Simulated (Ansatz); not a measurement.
# AlH5SSn: a ladder of functionals and wavefunction methods

An exercise on one series of results from a longer session: the logs are not shown, and one member is left open.

Computed with Ansatz 0.2.0, Gaussian basis. Level: functionals in def2-TZVPP, the program's frozen cores in correlated methods.

Plan: LDA (SPW92), PBE-D4, revPBE-D4, BLYP-D4, r2SCAN-D4, B97M-V, PBE0-D4, B3LYP-D4, r2SCANh-D4, r2SCAN0-D4, HSE06-D4, BHLYP-D4, CAM-B3LYP-D4, LC-ωPBE, ωB97X-V, ωB97M-V, B2PLYP, PBE-QIDH; CCSD(T)/def2-SVP; CCSD(T)/def2-TZVPP; MP2/def2-QZVPP; extrapolation to the limit; RPA on PBE.

### Structure used throughout

All runs share one geometry, relaxed beforehand with PBE0-D4 in a triple-zeta def2 set. Sn takes the def2 core potential; no spin-orbit term is included.

SMILES `[AlH2][S][SnH3]`, 8 atoms, charge 0, spin multiplicity 1.

Atoms are counted from 1 here; the program's logs count them from 0.

Bond lengths: Al1–S2 2.170 Å, Al1–H4 1.586 Å, Al1–H5 1.579 Å, S2–Sn3 2.412 Å, Sn3–H6 1.704 Å, Sn3–H7 1.703 Å, Sn3–H8 1.704 Å. Angles: S2–Al1–H4 118.5°, S2–Al1–H5 118.1°, H4–Al1–H5 123.5°, Al1–S2–Sn3 98.8°, S2–Sn3–H6 109.1°, S2–Sn3–H7 105.1°, S2–Sn3–H8 109.1°, H6–Sn3–H7 111.2°, H6–Sn3–H8 110.8°, H7–Sn3–H8 111.2°.

Geometry (Å):

```
atom     x (Å)     y (Å)     z (Å)
 Al1  -0.96674   1.14860  -1.25598
  S2  -1.23618   0.53741   0.80900
 Sn3   0.70091  -0.88247   1.03114
  H4   0.28708   0.59186  -2.05112
  H5  -2.03397   2.12712  -1.88675
  H6   0.59326  -2.15502  -0.09751
  H7   0.64162  -1.46931   2.62894
  H8   2.10632   0.04471   0.76629
```

The first run:

in.yaml

```yaml
crystal:
  periodic: [false, false, false]
  atoms:
    - {symbol: Al, position_ang: [-0.966736, 1.148595, -1.255983]}
    - {symbol: S, position_ang: [-1.236179, 0.537409, 0.809002]}
    - {symbol: Sn, position_ang: [0.700907, -0.882466, 1.031138]}
    - {symbol: H, position_ang: [0.287083, 0.591864, -2.051121]}
    - {symbol: H, position_ang: [-2.033969, 2.127120, -1.886750]}
    - {symbol: H, position_ang: [0.593256, -2.155023, -0.097513]}
    - {symbol: H, position_ang: [0.641617, -1.469310, 2.628939]}
    - {symbol: H, position_ang: [2.106319, 0.044711, 0.766287]}
basis:
  gaussian: {orbitals: def2-TZVPP}
hamiltonian: {xc: lda}
output: {orbitals: {seedname: orbitals}}
```

Started as:

```
$ ansatz run in.yaml --threads 2 --pin off --events-out ev --progress --plain --max-ram 4352MiB
```

Steps of the session up to this table: LDA; PBE-D4 (GGA); revPBE-D4 (GGA); BLYP-D4 (GGA); r2SCAN-D4 (meta-GGA); B97M-V (meta-GGA); PBE0-D4 (hybrid); B3LYP-D4 (hybrid); r2SCANh-D4 (hybrid); r2SCAN0-D4 (hybrid); HSE06-D4 (hybrid); BHLYP-D4 (hybrid); CAM-B3LYP-D4 (range-separated); LC-ωPBE (range-separated); ωB97X-V (range-separated); ωB97M-V (range-separated); B2PLYP (double hybrid); PBE-QIDH (double hybrid).

One table of the session follows, with a row left open; its other results are not shown here.

It belongs to the step «Frontier levels by functional». 

| functional | HOMO (eV) | LUMO (eV) | gap (eV) |
| --- | --- | --- | --- |
| LDA (SPW92) | -6.58 | -2.40 | 4.18 |
| PBE-D4 | -6.48 | -2.17 | 4.31 |
| revPBE-D4 | ? | ? | ? |
| BLYP-D4 | -6.30 | -2.04 | 4.26 |
| r2SCAN-D4 | -6.75 | -1.87 | 4.88 |
| B97M-V | -6.87 | -2.08 | 4.80 |
| PBE0-D4 | -7.61 | -1.42 | 6.18 |
| B3LYP-D4 | -7.36 | -1.61 | 5.74 |
| r2SCANh-D4 | -7.16 | -1.61 | 5.55 |
| r2SCAN0-D4 | -7.79 | -1.24 | 6.54 |
| HSE06-D4 | -7.21 | -1.79 | 5.42 |
| BHLYP-D4 | -8.58 | -0.65 | 7.93 |
| CAM-B3LYP-D4 | -8.85 | -0.49 | 8.36 |
| LC-ωPBE | -10.23 | 0.57 | 10.79 |
| ωB97X-V | -9.89 | 0.45 | 10.34 |
| ωB97M-V | -9.73 | 0.20 | 9.93 |

Estimate the missing values for revPBE-D4.

As computed: HOMO (eV): -6.44; LUMO (eV): -2.07; gap (eV): 4.37. In the column «HOMO (eV)» it lies between PBE-D4 (-6.48) and BLYP-D4 (-6.30).
